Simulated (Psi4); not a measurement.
**One shape, several levels: SiH3Br (SMILES [SiH3]Br)**

Wanted: a comparison of 6 runs (HF/STO-3G, HF/3-21G, B3LYP/6-31G*, HSE06/def2-TZVP, TPSSh/def2-TZVP, MP3/def2-TZVP) of SiH3Br. 

The calculation is run with Psi4 1.11.

## 1. The molecule

SiH3Br: 5 atoms, total charge 0, spin state singlet. As SMILES, `[SiH3]Br`. The Si1–H4 distance was set to 1.925 Å, away from the relaxed value.

Bond lengths: Si1–Br2 2.219 Å, Si1–H3 1.481 Å, Si1–H5 1.481 Å. Angles: Br2–Si1–H3 108.4°, Br2–Si1–H5 108.4°, H3–Si1–H5 110.5°. A long bond or contact: Si1–H4 1.925 Å.

## 2. A single-point energy at HF/STO-3G (run 1)

Input file brh3si.py:

```python
import psi4

psi4.set_memory('2200 MB')
psi4.set_num_threads(1)
psi4.core.set_output_file('brh3si.out', False)

m = psi4.geometry("""
0 1
Si    -0.003994     0.292314     0.304465
Br     1.996446    -0.468916     0.890935
H     -0.921124     0.131044     1.455535
H     -0.625550    -0.731350    -1.202270
H      0.127916     1.721774    -0.057925
symmetry c1
no_reorient
no_com
""")

psi4.set_options({
    'basis': 'STO-3G',
    'puream': True,
    'e_convergence': 1e-09,
    'd_convergence': 1e-08,
    'scf_type': 'pk',
})

E = psi4.energy("scf", molecule=m)
print(f'total energy {E:.8f} hartree = {E * 27.211386:.5f} eV')
for k, v in sorted(psi4.core.scalar_variables().items()):
    print(f'{k:45s} {v:18.10f}')
```

The run is started by

```
python brh3si.py
```

brh3si.out:

```text
[...]
  Running in c1 symmetry.
[...]
  Nuclear repulsion =  149.011603674452971
[...]
  Multiplicity = 1
[...]
  Nalpha       = 26
  Nbeta        = 26
[...]
    Number of basis functions: 30
[...]
   @RHF iter   1: -2831.90713586026050   -2.51677e+00   8.10179e-03 ADIIS/DIIS
[...]
   @RHF iter   8: -2831.97369169444300   -5.00222e-12   8.62495e-09 DIIS
[...]
  @RHF Final Energy: -2831.97369169444300
   => Energetics <=
    Nuclear Repulsion Energy =            149.0116036744529708
    One-Electron Energy =               -4260.1023476870414015
    Two-Electron Energy =                1279.1170523181453973
    Total Energy =                      -2831.9736916944430050
[...]
 Multipole Moments:
 ------------------------------------------------------------------------------------
     Multipole            Electronic (a.u.)      Nuclear  (a.u.)        Total (a.u.)
 ------------------------------------------------------------------------------------
 L = 1.  Multiply by 2.5417464519 to convert [e a0] to [Debye]
 Dipole X            :       -130.0128778          129.2590358           -0.7538420
 Dipole Y            :         21.5280275          -21.1615235            0.3665040
 Dipole Z            :        -67.4882228           67.3509257           -0.1372971
 Magnitude           :                                                    0.8493841
[...]
```

The script printed:

```text
total energy -2831.97369169 hartree = -77061.92927 eV
CURRENT ENERGY                                  -2831.9736916944
CURRENT REFERENCE ENERGY                        -2831.9736916944
DD SOLVATION ENERGY                                 0.0000000000
HF KINETIC ENERGY                                2827.9504408013
HF POTENTIAL ENERGY                             -5659.9241324957
HF TOTAL ENERGY                                 -2831.9736916944
HF VIRIAL RATIO                                     2.0014226738
NUCLEAR REPULSION ENERGY                          149.0116036745
ONE-ELECTRON ENERGY                             -4260.1023476870
PCM POLARIZATION ENERGY                             0.0000000000
PE ENERGY                                           0.0000000000
SCF ITERATION ENERGY                            -2831.9736916944
SCF ITERATIONS                                      8.0000000000
SCF TOTAL ENERGY                                -2831.9736916944
TWO-ELECTRON ENERGY                              1279.1170523181
```

It took 1.3 s on 1 thread of Intel Xeon 6975P-C (Granite Rapids), shared host; peak memory 0.2 GiB.

## 3. Energy and gradient at HF/3-21G (run 2)

Input file calc.in:

```
memory 2.2 GB

molecule {
  Si    -0.003994     0.292314     0.304465
  Br     1.996446    -0.468916     0.890935
  H     -0.921124     0.131044     1.455535
  H     -0.625550    -0.731350    -1.202270
  H      0.127916     1.721774    -0.057925
  symmetry c1
  no_reorient
  no_com
}

set reference rhf
set puream true
set e_convergence 1e-09
set d_convergence 1e-08
set scf_type pk

e = gradient('hf/3-21G')
print_variables()
```

The run is started by

```
psi4 -i calc.in -o calc.out -n 1
```

calc.out:

```text
[...]
  Running in c1 symmetry.
[...]
  Nuclear repulsion =  149.011603674452971
[...]
  Multiplicity = 1
[...]
  Nalpha       = 26
  Nbeta        = 26
[...]
    Number of basis functions: 41
[...]
   @RHF iter   1: -2849.08474470112606   -1.90375e+00   9.02441e-03 DIIS/ADIIS
[...]
   @RHF iter   9: -2849.15814845150135   -3.18323e-12   4.55915e-09 DIIS
[...]
    Orbital Energies [Eh]
    ---------------------
    Doubly Occupied:
       1A   -486.771204     2A    -68.370306     3A    -64.780221
       4A    -57.968140     5A    -57.966695     6A    -57.966684
       7A     -9.776625     8A     -7.357421     9A     -7.348474
      10A     -7.348413    11A     -6.179224    12A     -4.275970
      13A     -4.274278    14A     -4.273000    15A     -3.085637
      16A     -3.082229    17A     -3.082143    18A     -3.072897
      19A     -3.072897    20A     -1.021325    21A     -0.730638
      22A     -0.534424    23A     -0.492109    24A     -0.465879
      25A     -0.414248    26A     -0.399612
[...]
  @RHF Final Energy: -2849.15814845150135
   => Energetics <=
    Nuclear Repulsion Energy =            149.0116036744529708
    One-Electron Energy =               -4268.1181189596009062
    Two-Electron Energy =                1269.9483668336465598
    Total Energy =                      -2849.1581484515013472
[...]
  -Total Gradient:
     Atom            X                  Y                   Z
    ------   -----------------  -----------------  -----------------
       1        0.047221226022     0.020751599044     0.054538666363
       2       -0.030290678654     0.012443190767    -0.007917280465
       3        0.001272141101     0.001192353390     0.004213630100
       4       -0.020589848851    -0.037267967791    -0.053441363745
       5        0.002387160194     0.002880824612     0.002606347940
[...]
```

Run time: 1.6 s. Hardware: 1 thread of Intel Xeon 6975P-C (Granite Rapids), shared host; peak memory 0.2 GiB.

## 4. Energy and gradient at B3LYP/6-31G(d) (Cartesian functions) (run 3)

Input file brh3si.json:

```json
{
  "schema_name": "qcschema_input",
  "schema_version": 1,
  "molecule": {
    "schema_name": "qcschema_molecule",
    "schema_version": 2,
    "symbols": ["Si", "Br", "H", "H", "H"],
    "geometry": [-0.00754757, 0.5523934, 0.57535546, 3.77273616, -0.88612282, 1.68362314, -1.74067209, 0.24763727, 2.75056251, -1.18211818, -1.3820512, -2.27196103, 0.24172621, 3.25368131, -0.10946239],
    "molecular_charge": 0,
    "molecular_multiplicity": 1,
    "fix_symmetry": "c1"
  },
  "driver": "gradient",
  "model": {
    "method": "b3lyp",
    "basis": "6-31G*"
  },
  "keywords": {
    "puream": false,
    "e_convergence": 1e-09,
    "d_convergence": 1e-08,
    "scf_type": "pk",
    "dft_radial_points": 99,
    "dft_spherical_points": 590,
    "scf_properties": ["LOWDIN_CHARGES", "MAYER_INDICES", "MULLIKEN_CHARGES"]
  }
}
```

The run is started by

```
psi4 --qcschema brh3si.json -n 1 --memory 2200MB
```

stdout:

```text
[...]
  Running in c1 symmetry.
[...]
  Nuclear repulsion =  149.011603687984461
[...]
  Multiplicity = 1
[...]
  Nalpha       = 26
  Nbeta        = 26
[...]
    Number of basis functions: 60
[...]
   @RKS iter   1: -2864.83713720741343   -1.44060e+00   2.71953e-02 ADIIS/DIIS
[...]
   @RKS iter  11: -2865.17825218668304   -4.09273e-12   1.32538e-09 DIIS
[...]
  @RKS Final Energy: -2865.17825218668304
   => Energetics <=
    Nuclear Repulsion Energy =            149.0116036879844614
    One-Electron Energy =               -4281.1563353441979416
    Two-Electron Energy =                1358.0696556512639290
    DFT Exchange-Correlation Energy =     -91.1031761817334598
    Empirical Dispersion Energy =           0.0000000000000000
    VV10 Nonlocal Energy =                  0.0000000000000000
    Total Energy =                      -2865.1782521866830393
[...]
  -Total Gradient:
     Atom            X                  Y                   Z
    ------   -----------------  -----------------  -----------------
       1        0.022137651122     0.030694072164     0.047602623130
       2       -0.005387917975     0.002334338438    -0.001281302214
       3        0.001514422039     0.001146397415     0.001468870782
       4       -0.019359023003    -0.034678456484    -0.049866593378
       5        0.001093314890     0.000505759107     0.002077543646
[...]
```

The result, in JSON:

```text
{
 "driver": "gradient",
 "model": {
  "method": "b3lyp",
  "basis": "6-31G*"
 },
 "success": true,
 "return_result": [0.022137651122037007, 0.0306940721639005, 0.04760262313026109, -0.00538791797459838, 0.002334338437830881, -0.001281302213826975, 0.0015144220393422114, 0.0011463974146997315, 0.0014688707820558616, -0.019359023003494957, -0.03467845648356434, -0.04986659337763624, 0.0010933148900268263, 0.0005057591068023948, 0.002077543646031247],
 "properties": {
  "calcinfo_nbasis": 60,
  "calcinfo_nmo": 60,
  "calcinfo_nalpha": 26,
  "calcinfo_nbeta": 26,
  "calcinfo_natom": 5,
  "nuclear_repulsion_energy": 149.01160368798446,
  "return_energy": -2865.178252186683,
  "return_gradient": [0.022137651122037007, 0.0306940721639005, 0.04760262313026109, -0.00538791797459838, 0.002334338437830881, -0.001281302213826975, 0.0015144220393422114, 0.0011463974146997315, 0.0014688707820558616, -0.019359023003494957, -0.03467845648356434, -0.04986659337763624, 0.0010933148900268263, 0.0005057591068023948, 0.002077543646031247],
  "scf_one_electron_energy": -4281.156335344198,
  "scf_two_electron_energy": 1358.069655651264,
  "scf_xc_energy": -91.10317618173346,
  "scf_dipole_moment": [-0.43891348154940957, 0.34417856418161286, 0.05752056720462351],
  "scf_total_energy": -2865.178252186683,
  "scf_total_gradient": [0.022137651122037007, 0.0306940721639005, 0.04760262313026109, -0.00538791797459838, 0.002334338437830881, -0.001281302213826975, 0.0015144220393422114, 0.0011463974146997315, 0.0014688707820558616, -0.019359023003494957, -0.03467845648356434, -0.04986659337763624, 0.0010933148900268263, 0.0005057591068023948, 0.002077543646031247],
  "scf_iterations": 11
 }
}
```

Run time: 7.2 s. Hardware: 1 thread of Intel Xeon 6975P-C (Granite Rapids), shared host; peak memory 0.6 GiB.

Runs 4 to 5 aren't shown in full; the table further down has their settings and results.

## 5. A single-point energy at MP3/def2-TZVP (run 6)

Input file run.py:

```python
import psi4

psi4.set_memory(2200000000)
psi4.set_num_threads(1)
psi4.core.set_output_file('output.dat', False)

mol = psi4.geometry("""
Si
Br 1 2.219274
H 1 1.480573 2 108.39399
H 1 1.9247 3 110.52687 2 118.65793
H 1 1.480568 3 110.52673 4 122.68393
symmetry c1
no_reorient
no_com
""")

options = {'basis': 'def2-TZVP', 'puream': True, 'e_convergence': 1e-09, 'd_convergence': 1e-08, 'scf_type': 'pk', 'num_frozen_docc': 14, 'mp_type': 'conv'}
psi4.set_options(options)

E, wfn = psi4.energy('mp3', molecule=mol, return_wfn=True)
print(f'total energy {E:.8f} hartree = {E * 27.211386:.5f} eV')
```

The run is started by

```
python run.py
```

output.dat:

```text
[...]
  Running in c1 symmetry.
[...]
  Nuclear repulsion =  149.011624238026457
[...]
  Multiplicity = 1
[...]
  Nalpha       = 26
  Nbeta        = 26
[...]
    Number of basis functions: 103
[...]
   @RHF iter   1: -2862.87849185811319   -1.94670e+00   1.17309e-02 DIIS/ADIIS
[...]
   @RHF iter  10: -2863.10603352337966   -4.41105e-11   8.86352e-09 DIIS
[...]
  @RHF Final Energy: -2863.10603352337966
   => Energetics <=
    Nuclear Repulsion Energy =            149.0116242380264566
    One-Electron Energy =               -4282.4844820986099876
    Two-Electron Energy =                1270.3668243372039797
    Total Energy =                      -2863.1060335233796650
[...]
 Multipole Moments:
 ------------------------------------------------------------------------------------
     Multipole            Electronic (a.u.)      Nuclear  (a.u.)        Total (a.u.)
 ------------------------------------------------------------------------------------
 L = 1.  Multiply by 2.5417464519 to convert [e a0] to [Debye]
 Dipole X            :          0.5988869           -0.3608742            0.2380127
 Dipole Y            :          0.3457551           -0.2083422            0.1374129
 Dipole Z            :         10.8714542          -11.3145189           -0.4430648
 Magnitude           :                                                    0.5213816
[...]
	SCS-MP2 Total Energy (a.u.)        : -2863.49538015425287
	SOS-MP2 Total Energy (a.u.)        : -2863.49108475679168
[...]
	SOS-PI-MP2 Total Energy (a.u.)     : -2863.52070408243890
[...]
	MP2 Total Energy (a.u.)            : -2863.50397094917525
[...]
	SCS-MP3 Total Energy (a.u.)        : -2863.50126551235508
[...]
	MP3 Total Energy (a.u.)            : -2863.52751238158453
[...]
```

The script printed:

```text
total energy -2863.52751238 hartree = -77920.55246 eV
```

Wall time 8.4 s (1 thread of Intel Xeon 6975P-C (Granite Rapids), shared host); peak memory 0.86 GiB.

## 6. The series

```tsv
run	level	task	Cartesian functions	energy (Eh)	dipole moment (D)	HOMO energy (eV)	LUMO energy (eV)	wall time
1	HF/STO-3G	energy	no	-2831.973692	2.16	-8.12	7.64	1.3 s
2	HF/3-21G	gradient	no	-2849.158148	2.03	-10.87	2.92	1.6 s
3	B3LYP/6-31G* (Cartesian functions)	gradient	yes	-2865.178252	1.43	-8.00	-0.79	7.2 s
4	HSE06/def2-TZVP	energy	no	-2865.031979	1.11	-7.88	-1.13	20 s
5	TPSSh/def2-TZVP	gradient	no	-2865.397274	1.09	-7.72	-1.05	30 s
6	MP3/def2-TZVP	energy	no	-2863.527512	–	-11.08	2.58	8.4 s
```

## 7. Outcome

| quantity | value |
| --- | --- |
| run 6: total energy | -2863.52751 Eh |
| run 6: HOMO energy (Hartree–Fock orbitals) | -11.08 eV |
| run 6: LUMO energy (Hartree–Fock orbitals) | 2.58 eV |
| run 6: HOMO–LUMO gap (Hartree–Fock orbitals) | 13.66 eV |
| run 6: correlation energy (14 core orbitals frozen) | -421.5 mEh |

Over runs 1, 2, 3, 4, 5 the dipole moment (its size) runs from 1.09 D (TPSSh/def2-TZVP) to 2.16 D (HF/STO-3G). The two ends differ in method and basis. Over runs 1, 2, 3, 4, 5 the HOMO–LUMO gap runs from 6.67 eV (TPSSh/def2-TZVP) to 15.76 eV (HF/STO-3G). Totals of different functionals can't be ranked against each other. In run 1 the basis is minimal, so the values are rough. All runs together took 68 s, the longest 30 s.
